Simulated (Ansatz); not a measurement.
**SnCl₅−: a short trajectory**

Aim: follow the atoms for 40 steps of 0.75 fs at constant energy, with velocities drawn for 1500 K.

The runs use Ansatz 0.2.0, Gaussian basis; revPBE-D4/def2-SVP.

### Step 1. Where the work starts

The start, a pair relaxed at PBE0-D4: SMILES `[Cl-].Cl[Sn](Cl)(Cl)Cl`, 6 atoms, charge -1, spin multiplicity 1.

Atoms are counted from 1 here; the program's logs count them from 0.

Bond lengths: Cl1–Sn3 2.364 Å, Cl2–Sn3 2.412 Å, Sn3–Cl4 2.364 Å, Sn3–Cl5 2.412 Å, Sn3–Cl6 2.363 Å. Angles: Cl1–Sn3–Cl2 90.0°, Cl1–Sn3–Cl4 120.0°, Cl1–Sn3–Cl5 90.0°, Cl1–Sn3–Cl6 120.0°, Cl2–Sn3–Cl4 90.0°, Cl2–Sn3–Cl5 180.0°, Cl2–Sn3–Cl6 90.0°, Cl4–Sn3–Cl5 90.0°, Cl4–Sn3–Cl6 120.0°, Cl5–Sn3–Cl6 90.0°.

Coordinates:

```xyz
6
charge -1, multiplicity 1
Cl    0.1951   -0.1023   -2.3533
Cl   -1.7615   -1.6460   -0.0747
Sn    0.0000   -0.0001    0.0000
Cl    1.2900   -1.4421    1.3574
Cl    1.7617    1.6457    0.0743
Cl   -1.4854    1.5448    0.9965
```

### Step 2. Dynamics

File md/in.yaml:

```yaml
crystal:
  periodic: [false, false, false]
  atoms:
    - {symbol: Cl, position_ang: [0.195118, -0.102306, -2.353268]}
    - {symbol: Cl, position_ang: [-1.761521, -1.646009, -0.074738]}
    - {symbol: Sn, position_ang: [0.000015, -0.000053, -0.000019]}
    - {symbol: Cl, position_ang: [1.290025, -1.442130, 1.357357]}
    - {symbol: Cl, position_ang: [1.761712, 1.645742, 0.074279]}
    - {symbol: Cl, position_ang: [-1.485447, 1.544757, 0.996488]}
basis:
  gaussian: {orbitals: def2-SVP}
total_charge: -1
hamiltonian: {xc: {name: revPBE}, dispersion: d4}
md: {n_steps: 40, timestep: 0.75, temperature: 1500, ensemble: nve, seed: 865, initial_velocities: maxwell_boltzmann}
```

Launch:

```console
$ ansatz run in.yaml --threads 2 --pin off --events-out ev --progress --plain --max-ram 32768MiB --backend cpu
```

What does the calculation give? Wanted: temperature at the start; mean temperature, second half; lowest and highest potential energy, from the first frame; largest change of potential + kinetic.

**Answer**, as computed:

| quantity | value |
| --- | --- |
| length | 40 steps, 30.0 fs |
| temperature at the start | 1500 K |
| mean temperature, second half | 1017 K |
| lowest and highest potential energy, from the first frame | 0 and 350 meV |
| largest change of potential + kinetic | 0.0 meV |

With no thermostat the total energy should stay fixed; it holds within 0.0 meV, small beside the kinetic energy, so the time step serves. With 6 atoms the instant temperature spans 823 to 1500 K. No bond breaks or forms, judged by distance.
